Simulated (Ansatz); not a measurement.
# CHBrCl radical: one species, many methods

The task here is to estimate one member of a computed series from the others.

Program: Ansatz 0.2.0, Gaussian basis. Level of theory: functionals in def2-TZVPP, the program's frozen cores in correlated methods. These are calculated values, not measurements.

The runs, in order: LDA (SPW92), PBE-D4, revPBE-D4, BLYP-D4, r2SCAN-D4, B97M-V, PBE0-D4, B3LYP-D4, r2SCANh-D4, r2SCAN0-D4, HSE06-D4, BHLYP-D4, CAM-B3LYP-D4, LC-ωPBE, ωB97X-V, ωB97M-V, B2PLYP, PBE-QIDH; CCSD(T)/def2-SVP; CCSD(T)/def2-TZVPP; MP2/def2-QZVPP; extrapolation to the limit; RPA on PBE.

**The geometry**

All runs share one geometry, relaxed beforehand with PBE0-D4 in a triple-zeta def2 set.

4 atoms, charge 0, spin multiplicity 2.

Atoms are counted from 1 here; the program's logs count them from 0.

Bond lengths: Cl1–C2 1.686 Å, C2–Br3 1.851 Å, C2–H4 1.080 Å. Angles: Cl1–C2–Br3 120.1°, Cl1–C2–H4 117.6°, Br3–C2–H4 117.1°.

Coordinates:

```xyz
4
charge 0, multiplicity 2
Cl   -1.47266    0.19897   -0.65422
C     0.03904    0.18368    0.09319
Br    0.75323   -1.40886    0.71039
H     0.73590    0.96592   -0.16977
```

The first run:

Contents of in.yaml:

```yaml
crystal:
  periodic: [false, false, false]
  atoms:
    - {symbol: Cl, position_ang: [-1.472661, 0.198967, -0.654216]}
    - {symbol: C, position_ang: [0.039036, 0.183677, 0.093189]}
    - {symbol: Br, position_ang: [0.753228, -1.408863, 0.710395]}
    - {symbol: H, position_ang: [0.735897, 0.965920, -0.169768]}
basis:
  gaussian: {orbitals: def2-TZVPP}
magnetization: {spin_polarized: true, initial_magnetization: 1}
hamiltonian: {xc: lda}
output: {orbitals: {seedname: orbitals}}
```

Steps of the session up to this table: LDA; PBE-D4 (GGA); revPBE-D4 (GGA); BLYP-D4 (GGA); r2SCAN-D4 (meta-GGA); B97M-V (meta-GGA); PBE0-D4 (hybrid); B3LYP-D4 (hybrid); r2SCANh-D4 (hybrid); r2SCAN0-D4 (hybrid); HSE06-D4 (hybrid); BHLYP-D4 (hybrid); CAM-B3LYP-D4 (range-separated); LC-ωPBE-D4 (range-separated; the results give it without D4); ωB97X-V (range-separated); ωB97M-V (range-separated); B2PLYP (double hybrid); PBE-QIDH (double hybrid).

One table of the session follows, with a row left open; its other results are not shown here.

It belongs to the step «Frontier levels by functional». 

```
  functional  HOMO (eV)  LUMO (eV)  gap (eV)
 LDA (SPW92)      -4.88      -3.73      1.15
      PBE-D4      -4.87      -3.28      1.60
   revPBE-D4      -4.84      -3.16      1.68
     BLYP-D4      -4.70      -3.21      1.49
   r2SCAN-D4      -5.34      -2.71      2.63
      B97M-V      -5.17      -2.98      2.20
     PBE0-D4      -6.30      -2.18      4.12
    B3LYP-D4      -5.99      -2.54      3.45
  r2SCANh-D4      -5.86      -2.32      3.54
  r2SCAN0-D4      -6.64      -1.74      4.89
    HSE06-D4          ?          ?         ?
    BHLYP-D4      -7.54      -1.06      6.48
CAM-B3LYP-D4      -7.63      -1.13      6.50
     LC-ωPBE      -9.09       0.22      9.30
     ωB97X-V      -8.57      -0.16      8.41
     ωB97M-V      -8.31      -0.28      8.03
```

Estimate the missing values for HSE06-D4.

The run gave: HOMO (eV): -5.89; LUMO (eV): -2.57; gap (eV): 3.32. In the column «HOMO (eV)» it lies between B3LYP-D4 (-5.99) and r2SCANh-D4 (-5.86).
